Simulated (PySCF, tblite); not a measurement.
# C₅H₁₃FSi: geometry, infrared bands and NMR shifts

Wanted: the infrared bands and NMR shifts of C₅H₁₃FSi (`CCC[Si@H](F)CC`), by calculation.

The runs use tblite 0.8.0 and PySCF 2.14.0, with density-fitted response routines of our own; the level of theory stands in each step. All values are computed, except where a source is named. Atoms count from 0, in the outputs and in this text.

## Step 1: Starting geometry

20 atoms, charge 0, multiplicity 1; geometry from: force field or distance geometry start.

Bonds of the start (Å): C0–C1 1.52, C1–C2 1.49, C2–Si3 1.85, Si3–F4 1.68, Si3–C5 1.86, C5–C6 1.51, C0–H7 1.11, C0–H8 1.13, C0–H9 1.10, C1–H10 1.11, C1–H11 1.13, C2–H12 1.09, C2–H13 1.10, Si3–H14 1.49, C5–H15 1.09, C5–H16 1.10, C6–H17 1.10, C6–H18 1.13, C6–H19 1.10.

## Step 2: Geometry optimisation with GFN2-xTB

What the job is given:

```
{"job": {"kind": "relax", "xc": "GFN2-xTB", "basis": "xTB"}, "charge": 0, "multiplicity": 1}
C      3.141600     0.417900    -0.597100
C      2.047800    -0.555600    -0.197500
C      0.784400     0.233600    -0.085200
Si    -0.688800    -0.775900     0.395900
F     -0.494500    -2.433700     0.174000
C     -2.146000    -0.170700    -0.596600
C     -3.094500     0.600700     0.292000
H      3.325900     0.420900    -1.688600
H      2.786000     1.437800    -0.278600
H      4.063200     0.199600    -0.035600
H      2.305300    -1.107600     0.731700
H      1.878300    -1.292900    -1.030500
H      0.586800     0.717300    -1.042600
H      0.908000     1.005500     0.689000
H     -0.990700    -0.489700     1.822300
H     -2.611300    -1.047800    -1.058300
H     -1.792800     0.489800    -1.408000
H     -2.676700     1.592500     0.500800
H     -3.295400     0.052000     1.263300
H     -4.041900     0.716800    -0.263200
```

On the command line:

```
OMP_NUM_THREADS=1 python probes_run.py task.json out
```

One launch serves the whole session: the jobs run in the order shown.

**Question.** This job is followed by: GFN2-xTB harmonic vibrations, gas phase; GIAO PBE0/pcSseg-1 NMR shielding, non-relativistic, gas phase. What will the session give for the following? strongest single infrared mode (GFN2-xTB); zero-point energy (GFN2-xTB); ¹³C shifts against TMS (PBE0/pcSseg-1); ¹H shifts against TMS (PBE0/pcSseg-1, means over atoms taken as alike); ²⁹Si shifts against TMS (PBE0/pcSseg-1); ¹⁹F shifts against CFCl3 (PBE0/pcSseg-1).

As calculated:

```
                                                              quantity                                                     value
                             strongest single infrared mode (GFN2-xTB)                                     2282 cm⁻¹, 274 km/mol
                                          zero-point energy (GFN2-xTB)                                            106.4 kcal/mol
                                ¹³C shifts against TMS (PBE0/pcSseg-1)                           21.3, 21.0, 20.6, 11.7, 7.1 ppm
¹H shifts against TMS (PBE0/pcSseg-1, means over atoms taken as alike)  5.09, 1.68, 1.32, 1.12, 1.06, 0.94, 0.94, 0.72, 0.51 ppm
                               ²⁹Si shifts against TMS (PBE0/pcSseg-1)                                                  26.9 ppm
                              ¹⁹F shifts against CFCl3 (PBE0/pcSseg-1)                                                -210.3 ppm
```

Relaxing lowered the energy by 0.687 eV in 145 steps; the close pair that moved most is Si3–F4, from 1.684 to 1.623 Å. No mode is imaginary among the 54: a minimum at this level. The strongest single mode, at 2282 cm⁻¹, moves mainly H14. GFN2-xTB is a fitted tight-binding method: band positions and strengths are rough. Its intensities can rank the bands wrongly. At PBE0/pcSseg-1: The widest tensor belongs to Si3: span 72 ppm, with a paramagnetic part of -558 ppm.
